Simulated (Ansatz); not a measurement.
# CH₇HfNO₃: up Jacob's ladder to CCSD(T)

An exercise on one series of results from a longer session: the logs are not shown, and one member is left open.

Computed with Ansatz 0.2.0, Gaussian basis. Level: functionals in def2-TZVPP, the program's frozen cores in correlated methods.

Levels to be run: LDA (SPW92), PBE-D4, revPBE-D4, BLYP-D4, r2SCAN-D4, B97M-V, PBE0-D4, B3LYP-D4, r2SCANh-D4, r2SCAN0-D4, HSE06-D4, BHLYP-D4, CAM-B3LYP-D4, LC-ωPBE, ωB97X-V, ωB97M-V, B2PLYP, PBE-QIDH; CCSD(T)/def2-SVP; MP2/def2-TZVPP; MP2/def2-QZVPP; RPA on PBE.

## The relaxed structure

The geometry comes from an earlier relaxation with PBE0-D4 in a triple-zeta def2 set; it is a stationary point, not always the lowest conformer. Hf takes the def2 core potential; no spin-orbit term is included.

SMILES `C[NH][Hf]([OH])([OH])[OH]`, 13 atoms, charge 0, spin multiplicity 1.

Atoms are counted from 1 here; the program's logs count them from 0.

Bond lengths: C1–N2 1.448 Å, C1–H7 1.094 Å, C1–H8 1.098 Å, C1–H9 1.097 Å, N2–Hf3 2.037 Å, N2–H10 1.012 Å, Hf3–O4 1.947 Å, Hf3–O5 1.938 Å, Hf3–O6 1.939 Å, O4–H11 0.952 Å, O5–H12 0.951 Å, O6–H13 0.951 Å. Angles: N2–C1–H7 110.0°, N2–C1–H8 112.7°, N2–C1–H9 112.4°, H7–C1–H8 107.1°, H7–C1–H9 106.7°, H8–C1–H9 107.7°, C1–N2–Hf3 128.7°, C1–N2–H10 111.3°, Hf3–N2–H10 120.0°, N2–Hf3–O4 110.9°, N2–Hf3–O5 106.1°, N2–Hf3–O6 106.5°, O4–Hf3–O5 109.2°, O4–Hf3–O6 108.4°, O5–Hf3–O6 115.7°, Hf3–O4–H11 146.6°, Hf3–O5–H12 155.0°, Hf3–O6–H13 156.3°.

Set-up of the first run:

Input file in.yaml:

```yaml
crystal:
  periodic: [false, false, false]
  atoms:
    - {symbol: C, position_ang: [1.151938, -1.416396, 1.086056]}
    - {symbol: N, position_ang: [0.940887, -0.621182, -0.105015]}
    - {symbol: Hf, position_ang: [-0.531503, 0.733104, -0.486597]}
    - {symbol: O, position_ang: [-2.121118, -0.148746, -1.183636]}
    - {symbol: O, position_ang: [0.177150, 1.928865, -1.837262]}
    - {symbol: O, position_ang: [-0.980480, 1.552947, 1.212634]}
    - {symbol: H, position_ang: [0.392188, -1.176579, 1.835363]}
    - {symbol: H, position_ang: [1.084224, -2.494813, 0.892205]}
    - {symbol: H, position_ang: [2.126432, -1.222106, 1.551550]}
    - {symbol: H, position_ang: [1.666877, -0.786023, -0.790109]}
    - {symbol: H, position_ang: [-2.523622, -0.970511, -1.447042]}
    - {symbol: H, position_ang: [0.117823, 2.556042, -2.549895]}
    - {symbol: H, position_ang: [-1.500796, 2.065398, 1.821748]}
basis:
  gaussian: {orbitals: def2-TZVPP}
hamiltonian: {xc: lda}
output: {orbitals: {seedname: orbitals}}
```

Launch:

```console
> ansatz run in.yaml --threads 4 --pin off --events-out ev --progress --plain --max-ram 11315MiB
```

Among the steps run: LDA; PBE-D4 (GGA); revPBE-D4 (GGA); BLYP-D4 (GGA); r2SCAN-D4 (meta-GGA); B97M-V (meta-GGA); PBE0-D4 (hybrid); B3LYP-D4 (hybrid); r2SCANh-D4 (hybrid); r2SCAN0-D4 (hybrid); HSE06-D4 (hybrid); BHLYP-D4 (hybrid); CAM-B3LYP-D4 (range-separated); LC-ωPBE (range-separated); ωB97X-V (range-separated); ωB97M-V (range-separated); B2PLYP (double hybrid); PBE-QIDH (double hybrid).

One table of the session follows, with a row left open; its other results are not shown here.

It belongs to the step «Frontier levels by functional». 

```
  functional  HOMO (eV)  gap (eV)
 LDA (SPW92)      -5.23      4.42
      PBE-D4      -5.07      4.43
   revPBE-D4          ?         ?
     BLYP-D4      -4.95      4.30
   r2SCAN-D4      -5.32      5.24
      B97M-V      -5.40      4.82
     PBE0-D4      -6.41      6.48
    B3LYP-D4      -6.18      5.94
  r2SCANh-D4      -5.83      5.95
  r2SCAN0-D4      -6.59      7.00
    HSE06-D4      -6.00      5.73
    BHLYP-D4      -7.67      8.24
CAM-B3LYP-D4      -7.80      8.52
     LC-ωPBE      -9.15     11.04
     ωB97X-V      -8.81     10.49
     ωB97M-V      -8.72      9.93
```

**Question.** Estimate the row for revPBE-D4.

**Answer.** HOMO (eV): -5.00; gap (eV): 4.45. In the column «HOMO (eV)» it lies between PBE-D4 (-5.07) and BLYP-D4 (-4.95).
